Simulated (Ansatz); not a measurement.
# C₂H₉InSi: a ladder of functionals and wavefunction methods

The task here is to estimate one member of a computed series from the others.

Method: functionals in def2-TZVPP, the program's frozen cores in correlated methods; program: Ansatz 0.2.0, Gaussian basis.

Levels to be run: LDA (SPW92), PBE-D4, revPBE-D4, BLYP-D4, r2SCAN-D4, B97M-V, PBE0-D4, B3LYP-D4, r2SCANh-D4, r2SCAN0-D4, HSE06-D4, BHLYP-D4, CAM-B3LYP-D4, LC-ωPBE, ωB97X-V, ωB97M-V, B2PLYP, PBE-QIDH; CCSD(T)/def2-SVP; CCSD(T)/def2-TZVPP; MP2/def2-QZVPP; extrapolation to the limit; RPA on PBE.

## Structure used throughout

An earlier PBE0-D4 in a triple-zeta def2 set relaxation fixed the geometry. In takes the def2 core potential; no spin-orbit term is included.

SMILES `[SiH3]C[CH2][InH2]`, 13 atoms, charge 0, spin multiplicity 1.

Atoms are counted from 1 here; the program's logs count them from 0.

Bond lengths: Si1–C2 1.868 Å, Si1–H5 1.487 Å, Si1–H6 1.486 Å, Si1–H7 1.513 Å, C2–C3 1.533 Å, C2–H8 1.096 Å, C2–H9 1.097 Å, C3–In4 2.185 Å, C3–H10 1.093 Å, C3–H11 1.094 Å, In4–H12 1.727 Å, In4–H13 1.733 Å. Angles: C2–Si1–H5 115.8°, C2–Si1–H6 112.0°, C2–Si1–H7 105.5°, H5–Si1–H6 109.5°, H5–Si1–H7 107.4°, H6–Si1–H7 106.0°, Si1–C2–C3 108.5°, Si1–C2–H8 107.6°, Si1–C2–H9 110.8°, C3–C2–H8 110.8°, C3–C2–H9 112.7°, H8–C2–H9 106.4°, C2–C3–In4 109.8°, C2–C3–H10 110.9°, C2–C3–H11 111.2°, In4–C3–H10 109.0°, In4–C3–H11 109.0°, H10–C3–H11 106.9° and more.

Set-up of the first run:

Input file in.yaml:

```yaml
crystal:
  periodic: [false, false, false]
  atoms:
    - {symbol: Si, position_ang: [-1.186275, 0.678644, 0.903927]}
    - {symbol: C, position_ang: [-0.685323, -0.986044, 0.221369]}
    - {symbol: C, position_ang: [0.828901, -0.977820, -0.015539]}
    - {symbol: In, position_ang: [1.374935, 0.732216, -1.261238]}
    - {symbol: H, position_ang: [-2.647555, 0.948794, 0.945837]}
    - {symbol: H, position_ang: [-0.596851, 0.931193, 2.244996]}
    - {symbol: H, position_ang: [-0.564784, 1.699070, -0.024092]}
    - {symbol: H, position_ang: [-1.225294, -1.134358, -0.720715]}
    - {symbol: H, position_ang: [-1.004828, -1.793961, 0.891166]}
    - {symbol: H, position_ang: [1.371628, -0.916256, 0.931054]}
    - {symbol: H, position_ang: [1.156254, -1.897392, -0.509997]}
    - {symbol: H, position_ang: [2.634370, 1.833080, -0.831417]}
    - {symbol: H, position_ang: [0.544812, 0.882814, -2.775350]}
basis:
  gaussian: {orbitals: def2-TZVPP}
hamiltonian: {xc: lda}
output: {orbitals: {seedname: orbitals}}
```

Run with:

```sh
$ ansatz run in.yaml --threads 4 --pin off --events-out ev --progress --plain --max-ram 10444MiB
```

Steps of the session up to this table: LDA; PBE-D4 (GGA); revPBE-D4 (GGA); BLYP-D4 (GGA); r2SCAN-D4 (meta-GGA); B97M-V (meta-GGA); PBE0-D4 (hybrid); B3LYP-D4 (hybrid); r2SCANh-D4 (hybrid); r2SCAN0-D4 (hybrid); HSE06-D4 (hybrid); BHLYP-D4 (hybrid); CAM-B3LYP-D4 (range-separated); LC-ωPBE (range-separated); ωB97X-V (range-separated); ωB97M-V (range-separated); B2PLYP (double hybrid); PBE-QIDH (double hybrid).

One table of the session follows, with a row left open; its other results are not shown here.

It belongs to the step «Frontier levels by functional». 

| functional | HOMO (eV) | LUMO (eV) | gap (eV) |
| --- | --- | --- | --- |
| LDA (SPW92) | -6.08 | -2.29 | 3.79 |
| PBE-D4 | -5.95 | -2.00 | 3.95 |
| revPBE-D4 | -5.90 | -1.87 | 4.02 |
| BLYP-D4 | -5.82 | -1.92 | 3.90 |
| r2SCAN-D4 | -6.15 | -1.70 | 4.45 |
| B97M-V | -6.25 | -1.94 | 4.31 |
| PBE0-D4 | -7.05 | -1.25 | 5.80 |
| B3LYP-D4 | -6.86 | -1.49 | 5.37 |
| r2SCANh-D4 | -6.57 | -1.44 | 5.12 |
| r2SCAN0-D4 | -7.19 | -1.07 | 6.13 |
| HSE06-D4 | -6.66 | -1.60 | 5.05 |
| BHLYP-D4 | -8.07 | -0.53 | 7.53 |
| CAM-B3LYP-D4 | -8.34 | -0.41 | 7.94 |
| LC-ωPBE | -9.65 | 0.66 | 10.32 |
| ωB97X-V | -9.32 | 0.54 | 9.86 |
| ωB97M-V | ? | ? | ? |

Estimate the missing values for ωB97M-V.

**Answer.** HOMO (eV): -9.20; LUMO (eV): 0.24; gap (eV): 9.44. In the column «HOMO (eV)» it lies between ωB97X-V (-9.32) and CAM-B3LYP-D4 (-8.34).
